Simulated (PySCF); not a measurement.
# CaF: bond curves at several levels of theory

The task here is to estimate one member of a computed series from the others.

Computed with PySCF 2.14.0. Level: Ca aug-pcseg-1, F aug-pcseg-1, no relativity.

Set-up of the first run:

The job is set up so:

```json
{
  "atoms": "Ca, F",
  "charge": "0",
  "basis": "Ca aug-pcseg-1, F aug-pcseg-1",
  "Hamiltonian": "no relativity",
  "basis functions": "56",
  "electrons treated": "29",
  "masses in u": "39.9626, 18.9984",
  "levels": "PBE0, PBE, r²SCAN, revPBE, M06-L, PW91, ωB97X, HF, MP2, SCS-MP2, CCSD, CCSD(T)",
  "grid": "80 radial by 434 angular points",
  "occupations": "held fixed by the projection of orbital angular momentum",
  "dissociation limit": "Ca + F, each in its ground configuration",
  "starting distance in angstrom": "2.205",
  "values of 2S to try": "1, 3"
}
```

The run is started by

```
$ OMP_NUM_THREADS=1 python dia.py task.json out
```

Steps of the session up to this table: Input; First curve: PBE0; Other states along the same grid; PBE; r²SCAN; revPBE (GGA); M06-L; PW91 (GGA); ωB97X (range-separated hybrid); UHF (mean field); MP2 and coupled cluster.

One table of the session follows, with a row left open; its other results are not shown here.

Energy (eV) from each level's lowest point:

```
R (Å)    UHF  UHF-MP2  UHF-SCS-MP2  UHF-CCSD  UHF-CCSD(T)
1.687  1.401    1.344        1.376       n/a          n/a
1.766  0.705    0.678        0.699     0.693        0.686
1.844  0.285    0.276        0.289     0.283        0.279
1.903  0.108    0.105        0.113     0.108        0.107
1.962      ?        ?            ?         ?            ?
2.021  0.000    0.000        0.000     0.000        0.000
2.099  0.056    0.051        0.048     0.052        0.052
2.197  0.215    0.202        0.195     0.205        0.204
2.315  0.488    0.459        0.451     0.467        0.464
2.472  0.914    0.865        0.855       n/a          n/a
```

**Question.** Estimate the row for R (Å) = 1.962.

Worked estimate for «UHF». A straight line through the neighbours (1.903, 0.108) and (2.021, 0.000) gives 0.108 + (0.000 − 0.108) × (1.962 − 1.903) / (2.021 − 1.903) = 0.054; a parabola fitted to 4 rows on both sides gives 0.021.

The run gave: UHF: 0.019; UHF-MP2: 0.020; UHF-SCS-MP2: 0.023; UHF-CCSD: 0.020; UHF-CCSD(T): 0.020. In «UHF» the line misses by +0.035 and the parabola by +0.002.
